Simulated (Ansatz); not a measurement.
# YZn: the cost of one run

All numbers are computed with Ansatz 0.2.0 through its Python package. Level of theory: DFT r2SCAN, plane waves, PAW.

### 1 The structure

It takes space group Fm-3m (No. 225, cubic). Conventional cell: a = 5.926 Å, b = 5.926 Å, c = 5.926 Å, α = 90.00°, β = 90.00°, γ = 90.00°. Y (site symmetry m-3m) is surrounded by 6 Zn at 2.96 Å. Zn (site symmetry m-3m) is surrounded by 6 Y at 2.96 Å.

The script holds or builds the structure itself.

### 2 The script

Input file push.py:

```python
"""Energy and force of YZn as one atom is pushed off its site."""

import ansatz as az
import numpy as np
from pymatgen.core import Lattice, Structure
from pymatgen.io.ase import AseAtomsAdaptor


def main() -> None:
    pmg_structure = Structure(
        Lattice([(0.0, 2.962987, 2.962987), (2.962987, 0.0, 2.962987), (2.962987, 2.962987, 0.0)]),
        ["Y", "Zn"],
        [
            (0.0, 0.0, 0.0),
            (0.5, 0.5, 0.5),
        ],
    )
    yzn = az.Crystal.from_ase(AseAtomsAdaptor.get_atoms(pmg_structure))

    inverse = np.linalg.inv(np.array(yzn.lattice.vectors))
    home = np.array(yzn.sites[1].position)
    values = np.linspace(-0.1, 0.1, 5)
    energies, pulls = [], []
    for shift in values:
        moved = yzn.move(1, to=home + shift * inverse[1])
        base = (
            moved.calculation()
            .occupations("fermi_dirac")
            .basis(19 * az.Ha)
            .scf(tolerance=1e-10)
            .functional("r2scan")
            .pseudopotentials("paw")
            .kpoints(spacing=0.24)
            .forces()
        )
        summary = base.run().report
        energies.append(summary["free_energy_ev"])
        pulls.append(summary["forces_ev_ang"][1][1])

    # the force is minus the slope of the free energy
    print("shift (A)   dE (eV)   force along y (eV/A)")
    for shift, e, f in zip(values, energies, pulls):
        print(f"{shift:8.3f} {e - energies[2]:10.5f} {f:12.4f}")
    print(f"stiffness from energies {2 * np.polyfit(values, energies, 2)[0]:.3f}, from forces {-np.polyfit(values, pulls, 1)[0]:.3f} eV/A^2")


if __name__ == "__main__":
    main()
```

### 3 Launch

The run is started by

```bash
python push.py
```

Q: Estimate wall time and peak memory on 1 thread of AMD EPYC 9R45 (Zen 5), shared host.

About 17 s, with a peak of 0.67 GiB.
